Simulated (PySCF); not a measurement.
**UCCSDT/STO-3G run of CBrF (SMILES F[C]Br)**

Aim: the vertical triplet–singlet gap of CBrF at UCCSDT/STO-3G, from 2 runs. 

The results are computed with PySCF 2.14.0.

10 further runs of the same task are left out: 1 that didn't finish, 9 set aside as unsound or not needed.

### 1 The molecule

CBrF: 3 atoms, total charge 0, spin state triplet. SMILES: `F[C]Br`. The coordinates come from a GFN2-xTB relaxation.

Bond lengths: F1–C2 1.319 Å, C2–Br3 1.810 Å. Angles: F1–C2–Br3 124.5°.

### 2 The energy at UCCSDT/STO-3G

Contents of job.py:

```python
from pyscf import gto, scf, cc

molecule = gto.M(
    atom=[
    ('F', (0.230030, 1.270470, 0.267290)),
    ('C', (-0.411350, 0.216990, -0.201130)),
    ('Br', (0.181320, -1.487460, -0.066150)),
],
    spin=2,
    verbose=4,
    max_memory=1860,
    basis='sto-3g',
    charge=0,
)

mf = scf.UHF(molecule)
mf.conv_tol = 1e-10
mf.kernel()
if not mf.converged:
    mf = mf.newton().run(mf.mo_coeff, mf.mo_occ)

mycc = cc.CCSDT(mf, frozen=11)
mycc.kernel()
e_tot = mycc.e_tot
print(f'total energy: {e_tot:.8f} hartree')
```

Run with:

```sh
OMP_NUM_THREADS=1 python job.py
```

Log:

```text
PySCF version 2.14.0

[INPUT] num. atoms = 3
[INPUT] num. electrons = 50
[INPUT] charge = 0
[INPUT] spin (= nelec alpha-beta = 2S) = 2
[INPUT] symmetry False subgroup None
[INPUT] Mole.unit = angstrom
[INPUT] Symbol           X                Y                Z      unit          X                Y                Z       unit  Magmom
[INPUT]  1 F      0.230030000000   1.270470000000   0.267290000000 AA    0.434693700434   2.400840349476   0.505104895835 Bohr   0.0
[INPUT]  2 C     -0.411350000000   0.216990000000  -0.201130000000 AA   -0.777338841340   0.410051671769  -0.380080615434 Bohr   0.0
[INPUT]  3 Br     0.181320000000  -1.487460000000  -0.066150000000 AA    0.342645140906  -2.810892021246  -0.125005383140 Bohr   0.0

nuclear repulsion = 143.063748277417
number of shells = 14
number of NR pGTOs = 84
number of NR cGTOs = 28
basis = sto-3g
ecp = {}

[... 20 lines left out ...]
WARN: HOMO -0.0545427763914538 >= LUMO -0.28804527249222
[... 50 lines left out ...]
converged SCF energy = -2680.00510766206  <S^2> = 2.0094079  2S+1 = 3.0062654
[... 17 lines left out ...]
WARN: A large `blksize_v_aaa` is being used, which may cause large memory consumption
[... 3 lines left out ...]
WARN: A large `blksize_v_aab` is being used, which may cause large memory consumption
[... 7 lines left out ...]
Init t2, MP2 energy = -0.0521458594821237
[... 18 lines left out ...]
UCCSDT converged
[... 3 lines left out ...]
total energy: -2680.07706330 hartree
```

It took 3.3 s on 1 thread of Arm Neoverse V1, shared host; peak memory 0.11 GiB.

### 3 The singlet at the same level

Contents of job.py:

```python
from pyscf import gto, cc

system = gto.M(
    atom=[
    ('F', (0.230030, 1.270470, 0.267290)),
    ('C', (-0.411350, 0.216990, -0.201130)),
    ('Br', (0.181320, -1.487460, -0.066150)),
],
    max_memory=1860,
    verbose=4,
    basis='sto-3g',
)

mf = system.RHF()
mf.conv_tol = 1e-10
mf.kernel()
if not mf.converged:
    mf = mf.newton().run(mf.mo_coeff, mf.mo_occ)

mycc = cc.CCSDT(mf, frozen=11)
mycc.kernel()
energy = mycc.e_tot
print('E = %.10f Eh' % energy)
```

Run with:

```sh
OMP_NUM_THREADS=1 python job.py
```

Log:

```text
PySCF version 2.14.0

[INPUT] num. atoms = 3
[INPUT] num. electrons = 50
[INPUT] charge = 0
[INPUT] spin (= nelec alpha-beta = 2S) = 0
[INPUT] symmetry False subgroup None
[INPUT] Mole.unit = angstrom
[INPUT] Symbol           X                Y                Z      unit          X                Y                Z       unit  Magmom
[INPUT]  1 F      0.230030000000   1.270470000000   0.267290000000 AA    0.434693700434   2.400840349476   0.505104895835 Bohr   0.0
[INPUT]  2 C     -0.411350000000   0.216990000000  -0.201130000000 AA   -0.777338841340   0.410051671769  -0.380080615434 Bohr   0.0
[INPUT]  3 Br     0.181320000000  -1.487460000000  -0.066150000000 AA    0.342645140906  -2.810892021246  -0.125005383140 Bohr   0.0

nuclear repulsion = 143.063748277417
number of shells = 14
number of NR pGTOs = 84
number of NR cGTOs = 28
basis = sto-3g
ecp = {}

[... 39 lines left out ...]
converged SCF energy = -2679.98152603608
[... 16 lines left out ...]
WARN: A large `blksize` is being used, which may cause large memory consumption
[... 12 lines left out ...]
Init t2, MP2 energy = -2680.059774180780  E_corr(MP2) -0.078248144695
[... 21 lines left out ...]
RCCSDT converged
[... 3 lines left out ...]
E = -2680.0877258649 Eh
```

It took 3.9 s on 1 thread of Arm Neoverse V1, shared host; peak memory 0.12 GiB.

### 4 Outcome

Level: UCCSDT/STO-3G, 11 core orbitals frozen.

| quantity | value |
| --- | --- |
| triplet: total energy | -2680.07706 Eh |
| triplet: dipole moment (Hartree–Fock density) | 0.44 D |
| triplet: HOMO energy (Hartree–Fock orbitals) (highest over α and β) | -7.31 eV |
| triplet: LUMO energy (Hartree–Fock orbitals) (lowest over α and β) | 6.20 eV |
| triplet: correlation energy (11 core orbitals frozen) | -72.0 mEh |
| triplet: ⟨S²⟩ of the reference determinant | 2.009 |
| triplet: T1 diagnostic | 0.012 |
| singlet: total energy | -2680.08773 Eh |
| singlet: dipole moment (Hartree–Fock density) | 1.17 D |
| singlet: HOMO energy (Hartree–Fock orbitals) | -7.05 eV |
| singlet: LUMO energy (Hartree–Fock orbitals) | 5.93 eV |
| singlet: HOMO–LUMO gap (Hartree–Fock orbitals) | 12.98 eV |
| singlet: correlation energy (11 core orbitals frozen) | -106.2 mEh |
| singlet: T1 diagnostic | 0.017 |
| vertical energy of the singlet above the triplet | -0.290 eV |

**Reading.** At this shape the singlet lies 0.29 eV (6.7 kcal/mol) below the triplet. In a minimal basis such a difference can be off by several eV, whatever the method. Mulliken charges (triplet) of the mean-field density run from -0.11 on F1 to +0.07 on C2; they depend strongly on the basis.
